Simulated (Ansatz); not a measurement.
# C2H11AlBNSi: molecular dynamics

Purpose: to follow the molecule's vibrations and see whether its bonds hold. The start is relaxed first. Runs: 40 steps of 2 fs at constant energy, with velocities drawn for 700 K. SMILES of the start: B[C](N)([AlH2])C[SiH3].

All numbers below are computed with Ansatz 0.2.0 (RKS revPBE/STO-3G).

1 further run of the same task is left out (it didn't finish).

## Step 1: Starting point

Bond lengths (14 of 16 bonds, heavy atoms first): B1–C2 1.578 Å, C2–N3 1.485 Å, C2–Al4 2.059 Å, C2–C5 1.536 Å, C5–Si6 1.909 Å, B1–H7 1.211 Å, B1–H8 1.143 Å, N3–H9 0.990 Å, N3–H10 1.065 Å, Al4–H11 1.607 Å, Al4–H12 1.560 Å, C5–H13 1.099 Å, C5–H14 1.078 Å, Si6–H15 1.478 Å. Angles (14 of 27 angles, heavy atoms first): B1–C2–N3 110.6°, B1–C2–Al4 105.8°, B1–C2–C5 112.0°, N3–C2–Al4 110.5°, N3–C2–C5 110.6°, Al4–C2–C5 107.2°, C2–C5–Si6 114.6°, C2–B1–H7 117.9°, C2–B1–H8 121.9°, C2–N3–H9 108.2°, C2–N3–H10 105.5°, C2–Al4–H11 117.5°, C2–Al4–H12 119.6°, C2–C5–H13 110.4°.

Its coordinates follow in the input file.

## Step 2: Relaxing the start

input.yaml reads:

```yaml
crystal:
  periodic: [false, false, false]
  atoms:
    - { symbol: B, position_ang: [-1.3978, -1.0205, 0.3468] }
    - { symbol: C, position_ang: [-0.0414, -0.4964, -0.2654] }
    - { symbol: "N", position_ang: [-0.2592, 0.0451, -1.631] }
    - { symbol: Al, position_ang: [1.2132, -2.1272, -0.3278] }
    - { symbol: C, position_ang: [0.6268, 0.5559, 0.6327] }
    - { symbol: Si, position_ang: [-0.298, 2.2227, 0.7288] }
    - { symbol: H, position_ang: [-2.4175, -0.8135, -0.2733] }
    - { symbol: H, position_ang: [-1.4679, -1.4054, 1.421] }
    - { symbol: H, position_ang: [-0.6013, -0.6867, -2.2029] }
    - { symbol: H, position_ang: [0.7056, 0.3238, -1.9843] }
    - { symbol: H, position_ang: [1.4725, -2.917, 1.047] }
    - { symbol: H, position_ang: [1.7398, -2.6412, -1.7034] }
    - { symbol: H, position_ang: [0.6721, 0.1996, 1.6715] }
    - { symbol: H, position_ang: [1.6228, 0.7987, 0.2982] }
    - { symbol: H, position_ang: [-1.6508, 1.9791, 1.2722] }
    - { symbol: H, position_ang: [-0.3833, 2.8238, -0.5983] }
    - { symbol: H, position_ang: [0.4454, 3.1589, 1.6086] }
basis:
  gaussian: { orbitals: STO-3G }
hamiltonian:
  xc: revpbe
relax:
  f_tol: 0.02
  max_steps: 40
scf:
  lower_state_search: "off"
```

Launch:

```
ansatz run input.yaml --threads 1 --pin off --max-ram 2048MiB --backend cpu --events-out ev --progress --plain --runs-dir out
```

After this run come: The run.

**Question.** What will these runs give? Wanted: relaxation of the start; temperature, first and last step; temperature, second half; potential energy, second half; largest change of the total energy; bonds formed or broken.

**Answer**, as computed:

```
                          quantity                          value
           relaxation of the start       21 moves, 1.479 eV lower
                            length               40 steps of 2 fs
  temperature, first and last step                  700 and 385 K
          temperature, second half  mean 322 K, from 188 to 406 K
     potential energy, second half    +46 meV/atom from the start
largest change of the total energy                  4.56 meV/atom
            bonds formed or broken                              0
```

The temperature starts at 700 K and averages 322 K in the second half, where it ranges from 188 to 406 K; a mean near half the start is what vibrations about a minimum give, since they share energy equally between motion and strain. The total energy strays from its start by at most 4.56 meV/atom, 11 % of the mean kinetic energy, which is poor: the step of 2 fs is too long for the fastest motion. No bond forms or breaks. 80 fs on 17 atoms is far too short and small for converged averages. The nuclei move classically, without zero-point motion, which matters most for hydrogen. The basis is very small, so the numbers are rough.
